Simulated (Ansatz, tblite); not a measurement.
# C₁₂H₈N₆S₂: one state, many levels

One table from this session's results is given with a row withheld; the runs are named, their logs left out.

Method: as each input shows; program: Ansatz 0.2.0, Gaussian basis.

The runs, in order: GFN1-xTB, GFN2-xTB, PBE-D4/def2-TZVP, r2SCAN-D4/def2-TZVP, HF/def2-TZVP, CAM-B3LYP-D4/def2-TZVP, r2SCAN0-D4/def2-TZVP, PBE+5HF/def2-SVP, PBE+10HF/def2-SVP, PBE+15HF/def2-SVP, PBE+35HF/def2-SVP, PBE+50HF/def2-SVP, PBE-D4/def2-SVP, PBE0-D4/def2-SVP, HF/6-31G, B3LYP-D4/6-31G, CCSD(T)/def2-SVP, RPA/def2-SVP.

### The geometry

The singlet was relaxed beforehand with PBE-D4/def2-SVP.

28 atoms, charge 0, spin multiplicity 1.

Bond lengths: S1–C2 1.762 Å, S1–H21 1.363 Å, C2–C3 1.414 Å, C2–C20 1.415 Å, C3–N4 1.330 Å, C3–H22 1.107 Å, N4–C5 1.351 Å, C5–C6 1.474 Å, C5–N19 1.351 Å, C6–C7 1.412 Å, C6–C18 1.412 Å, C7–N8 1.333 Å, C7–H23 1.104 Å, N8–C9 1.353 Å, C9–C10 1.473 Å, C9–N17 1.353 Å, C10–C11 1.413 Å, C10–C16 1.413 Å and more. Angles: C2–S1–H21 95.8°, S1–C2–C3 124.7°, S1–C2–C20 120.1°, C3–C2–C20 115.2°, C2–C3–N4 122.5°, C2–C3–H22 120.4°, N4–C3–H22 117.0°, C3–N4–C5 117.5°, N4–C5–C6 117.7°, N4–C5–N19 124.7°, C6–C5–N19 117.6°, C5–C6–C7 122.3°, C5–C6–C18 122.2°, C7–C6–C18 115.4°, C6–C7–N8 122.6°, C6–C7–H23 119.5°, N8–C7–H23 117.9°, C7–N8–C9 117.0° and more.

PBE0-D4/def2-TZVP was run before; its log isn't repeated, and its numbers join the tables.

The first run:

Tight binding, by tblite at 300 K electronic temperature and without a spin-polarisation term:

```python
tblite.interface.Calculator('GFN1-xTB', numbers, positions, charge=0, uhf=0).singlepoint()
```

Tight binding, by tblite at 300 K electronic temperature and without a spin-polarisation term:

```python
tblite.interface.Calculator('GFN2-xTB', numbers, positions, charge=0, uhf=0).singlepoint()
```

start.molden holds the orbitals of an earlier run on this state, given as this run's starting guess.

in.yaml

```yaml
crystal:
  periodic: [false, false, false]
  atoms:
    - {symbol: S, position_ang: [7.038897, 0.384818, 0.723345]}
    - {symbol: C, position_ang: [5.294122, 0.312892, 0.491905]}
    - {symbol: C, position_ang: [4.642399, 0.414963, -0.758983]}
    - {symbol: N, position_ang: [3.319360, 0.350461, -0.883942]}
    - {symbol: C, position_ang: [2.593049, 0.180209, 0.242359]}
    - {symbol: C, position_ang: [1.127954, 0.098439, 0.105669]}
    - {symbol: C, position_ang: [0.478751, 0.210433, -1.143704]}
    - {symbol: N, position_ang: [-0.845387, 0.127424, -1.275753]}
    - {symbol: C, position_ang: [-1.563244, -0.072974, -0.146752]}
    - {symbol: C, position_ang: [-3.025811, -0.177275, -0.284767]}
    - {symbol: C, position_ang: [-3.871397, -0.397116, 0.825157]}
    - {symbol: N, position_ang: [-5.198461, -0.497469, 0.713155]}
    - {symbol: C, position_ang: [-5.694019, -0.376013, -0.534839]}
    - {symbol: S, position_ang: [-7.442610, -0.500722, -0.751625]}
    - {symbol: N, position_ang: [-5.000402, -0.165349, -1.669252]}
    - {symbol: C, position_ang: [-3.675597, -0.068318, -1.534597]}
    - {symbol: N, position_ang: [-1.047813, -0.187460, 1.098810]}
    - {symbol: C, position_ang: [0.277481, -0.101400, 1.215562]}
    - {symbol: N, position_ang: [3.113478, 0.076030, 1.484706]}
    - {symbol: C, position_ang: [4.437649, 0.141986, 1.605732]}
    - {symbol: H, position_ang: [7.346184, 0.542914, -0.595080]}
    - {symbol: H, position_ang: [5.229264, 0.553515, -1.686960]}
    - {symbol: H, position_ang: [1.079622, 0.372718, -2.055231]}
    - {symbol: H, position_ang: [-3.430373, -0.492194, 1.832195]}
    - {symbol: H, position_ang: [-7.675335, -0.698071, 0.576430]}
    - {symbol: H, position_ang: [-3.076182, 0.104151, -2.444848]}
    - {symbol: H, position_ang: [0.714770, -0.193092, 2.224778]}
    - {symbol: H, position_ang: [4.853659, 0.056481, 2.626529]}
basis:
  gaussian: {orbitals: def2-TZVP, fitting: {mean_field: def2-universal-jkfit}, initial_orbitals: start.molden}
hamiltonian: {xc: pbe, dispersion: d4}
scf: {omitted_lower_state_checks: [starts]}
output: {orbitals: {seedname: orbitals}}
```

Run with:

```
$ ansatz run in.yaml --threads 2 --pin off --events-out ev --progress --plain --max-ram 32768MiB --backend cuda --devices 0, --max-vram 18GiB
```

Among the steps run: PBE-D4/def2-TZVP; r2SCAN-D4/def2-TZVP; HF/def2-TZVP; CAM-B3LYP-D4/def2-TZVP; r2SCAN0-D4/def2-TZVP; PBE+5HF/def2-SVP; PBE+10HF/def2-SVP; PBE+15HF/def2-SVP; PBE+35HF/def2-SVP; PBE+50HF/def2-SVP; PBE-D4/def2-SVP; PBE0-D4/def2-SVP; HF/6-31G; B3LYP-D4/6-31G; CCSD(T)/def2-SVP; RPA/def2-SVP.

One table of the session follows, with a row left open; its other results are not shown here.

It belongs to the step «Binding energy». 

| method | binding an atom (eV) |
| --- | --- |
| HF/6-31G | 2.875 |
| HF/def2-SVP | ? |
| HF/def2-TZVP | 3.301 |
| PBE-D4/def2-SVP | 5.393 |
| PBE-D4/def2-TZVP | 5.304 |
| r2SCAN-D4/def2-TZVP | 5.039 |
| B3LYP-D4/6-31G | 4.747 |
| PBE0-D4/def2-SVP | 5.199 |
| PBE0-D4/def2-TZVP | 5.115 |
| r2SCAN0-D4/def2-TZVP | 4.899 |
| CAM-B3LYP-D4/def2-TZVP | 5.024 |
| MP2/def2-SVP | 4.899 |
| CCSD/def2-SVP | 4.626 |
| CCSD(T)/def2-SVP | 4.739 |

Q: Estimate the row for HF/def2-SVP from the others.

**Answer.** binding an atom (eV): 3.392. In the column «binding an atom (eV)» it lies between HF/def2-TZVP (3.301) and CCSD/def2-SVP (4.626).

Caveats from the session: Free atoms were run apart at each level; binding is atoms less cluster, divided by the number of atoms, without zero-point or spin-orbit terms.
